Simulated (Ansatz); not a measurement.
# CHBrClFO: a ladder of functionals and wavefunction methods

How much do the methods differ for CHBrClFO? The plan is to run it at one geometry with functionals of several rungs and with coupled cluster. The yardstick is the atomisation energy at the CCSD(T) limit.

Computed with Ansatz 0.2.0, Gaussian basis. Level: functionals in def2-TZVPP, the program's frozen cores in correlated methods.

The runs, in order: LDA (SPW92), PBE-D4, revPBE-D4, BLYP-D4, r2SCAN-D4, B97M-V, PBE0-D4, B3LYP-D4, r2SCANh-D4, r2SCAN0-D4, HSE06-D4, BHLYP-D4, CAM-B3LYP-D4, LC-ωPBE, ωB97X-V, ωB97M-V, B2PLYP, PBE-QIDH; CCSD(T)/def2-SVP; CCSD(T)/def2-TZVPP; MP2/def2-QZVPP; extrapolation to the limit; RPA on PBE.

### Step 1. The geometry

An earlier PBE0-D4 in a triple-zeta def2 set relaxation fixed the geometry.

SMILES `OC(F)(Cl)Br`, 6 atoms, charge 0, spin multiplicity 1.

Atoms are counted from 1 here; the program's logs count them from 0.

Bond lengths: O1–C2 1.343 Å, O1–H6 0.967 Å, C2–F3 1.346 Å, C2–Cl4 1.785 Å, C2–Br5 1.932 Å. Angles: C2–O1–H6 108.8°, O1–C2–F3 111.3°, O1–C2–Cl4 112.1°, O1–C2–Br5 107.8°, F3–C2–Cl4 106.5°, F3–C2–Br5 108.4°, Cl4–C2–Br5 110.7°.

### Step 2. LDA

This LDA is Slater exchange with PW92 correlation.

in.yaml reads:

```yaml
crystal:
  periodic: [false, false, false]
  atoms:
    - {symbol: O, position_ang: [-0.697155, -0.644229, -0.643789]}
    - {symbol: C, position_ang: [0.231457, 0.055010, 0.028473]}
    - {symbol: F, position_ang: [0.836158, -0.705183, 0.960808]}
    - {symbol: Cl, position_ang: [-0.471468, 1.451123, 0.890932]}
    - {symbol: Br, position_ang: [1.565215, 0.638049, -1.241805]}
    - {symbol: H, position_ang: [-1.422208, -0.858669, -0.040819]}
basis:
  gaussian: {orbitals: def2-TZVPP}
hamiltonian: {xc: lda}
output: {orbitals: {seedname: orbitals}}
```

Command:

```
> ansatz run in.yaml --threads 4 --pin off --events-out ev --progress --plain --max-ram 10444MiB
```

Further steps of the session: PBE-D4 (GGA); revPBE-D4 (GGA); BLYP-D4 (GGA); r2SCAN-D4 (meta-GGA); B97M-V (meta-GGA); PBE0-D4 (hybrid); B3LYP-D4 (hybrid); r2SCANh-D4 (hybrid); r2SCAN0-D4 (hybrid); HSE06-D4 (hybrid); BHLYP-D4 (hybrid); CAM-B3LYP-D4 (range-separated); LC-ωPBE (range-separated); ωB97X-V (range-separated); ωB97M-V (range-separated); B2PLYP (double hybrid); PBE-QIDH (double hybrid); CCSD(T) in def2-SVP; CCSD(T) in def2-TZVPP; MP2 in def2-QZVPP; RPA on PBE orbitals.

**Question.** What will the summary of the whole plan be? Wanted: atomisation energy, CCSD(T)/CBS; farthest beyond LDA; mean size of error, GGA; mean size of error, meta-GGA; mean size of error, hybrid; mean size of error, range-separated; mean size of error, double hybrid; gap, smallest and largest; T1 diagnostic.

**Answer**, as computed:

| quantity | value |
| --- | --- |
| atomisation energy, CCSD(T)/CBS | 474.0 kcal/mol |
| functionals within 4.7 kcal/mol (1.0 %) | BLYP-D4, B97M-V, PBE0-D4, r2SCANh-D4, HSE06-D4, CAM-B3LYP-D4, LC-ωPBE, ωB97X-V, ωB97M-V |
| farthest beyond LDA | BHLYP-D4 (-38.9 kcal/mol) |
| mean size of error, GGA | 11.0 kcal/mol |
| mean size of error, meta-GGA | 3.1 kcal/mol |
| mean size of error, hybrid | 11.9 kcal/mol |
| mean size of error, range-separated | 2.0 kcal/mol |
| mean size of error, double hybrid | 8.1 kcal/mol |
| gap, smallest and largest | 5.08 eV (BLYP-D4), 12.78 eV (LC-ωPBE) |
| T1 diagnostic | 0.0101 |
| triples share of the correlation energy | 3.8 % |

**Reading.** The LDA atomisation energy is off by 116.4 kcal/mol (25 %): it overbinds. PBE-D4 misses by +26.8 kcal/mol. Double hybrids carry the basis error of their MP2 part in triple zeta, and no dispersion term here, so their miss is partly the set-up's. The rungs range-separated, meta-GGA miss on average by less than the doubt on the reference (4.7 kcal/mol), so they tie. The reference freezes the cores and leaves out relativity and excitations past (T), and its outer-core shells are covered unevenly, so misses under about 4.7 kcal/mol can't be ranked. All levels share the lack of spin-orbit coupling, which lowers the free heavy atoms and so the true binding. Hartree-Fock recovers 61 % of the binding; the rest is correlation. CCSD(T) in def2-SVP is off by -38.5 kcal/mol, so the small basis spoils what the method gains. The gap grows from 5.1 to 12.8 eV across the functionals, mostly with the share of exact exchange. Correlated methods include outer-core shells of Br, which these sets cover unevenly.
